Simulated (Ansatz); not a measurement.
# GeH4NO: the cost of one run

The runs use Ansatz 0.2.0, Gaussian basis; the settings change from run to run.

## (1) The geometry

The geometry comes from an earlier relaxation with PBE0-D4 in a triple-zeta def2 set; it is a stationary point, not always the lowest conformer.

SMILES `[NH][GeH2][OH]`, 7 atoms, charge 0, spin multiplicity 2.

Atoms are counted from 1 here; the program's logs count them from 0.

Bond lengths: N1–Ge2 1.860 Å, N1–H4 1.025 Å, Ge2–O3 1.771 Å, Ge2–H5 1.544 Å, Ge2–H6 1.536 Å, O3–H7 0.961 Å. Angles: Ge2–N1–H4 110.2°, N1–Ge2–O3 106.5°, N1–Ge2–H5 107.6°, N1–Ge2–H6 113.8°, O3–Ge2–H5 110.8°, O3–Ge2–H6 105.4°, H5–Ge2–H6 112.6°, Ge2–O3–H7 111.8°.

Geometry (Å):

```xyz
7
GeH4NO
N    -1.1800   -0.6296   -0.7043
Ge    0.0918    0.3579    0.2273
O     1.4881   -0.7085    0.4542
H    -2.0737   -0.1273   -0.7247
H     0.4685    1.5753   -0.6442
H    -0.3483    0.7582    1.6429
H     1.6148   -1.2940   -0.2967
```

## (2) r2SCANh/def2-TZVP

Options: multiplicity 4, D4 dispersion, high accuracy.

File in.yaml:

```yaml
crystal:
  periodic: [false, false, false]
  atoms:
    - {symbol: N, position_ang: [-1.180001, -0.629604, -0.704335]}
    - {symbol: Ge, position_ang: [0.091826, 0.357854, 0.227285]}
    - {symbol: O, position_ang: [1.488064, -0.708494, 0.454167]}
    - {symbol: H, position_ang: [-2.073683, -0.127326, -0.724697]}
    - {symbol: H, position_ang: [0.468549, 1.575305, -0.644215]}
    - {symbol: H, position_ang: [-0.348330, 0.758218, 1.642881]}
    - {symbol: H, position_ang: [1.614777, -1.293953, -0.296687]}
basis:
  gaussian: {orbitals: def2-TZVP}
magnetization: {spin_polarized: true, initial_magnetization: 3}
hamiltonian: {xc: {name: r2SCANh}, dispersion: d4}
accuracy: high
```

Started as:

```console
$ ansatz run in.yaml --threads 4 --pin off --events-out ev --progress --plain --max-ram 10444MiB
```

**Question.** How long does this run take on 4 threads of Arm Neoverse V1, shared host, and how much memory does it need?

About 35 s, with a peak of 0.9 GiB.
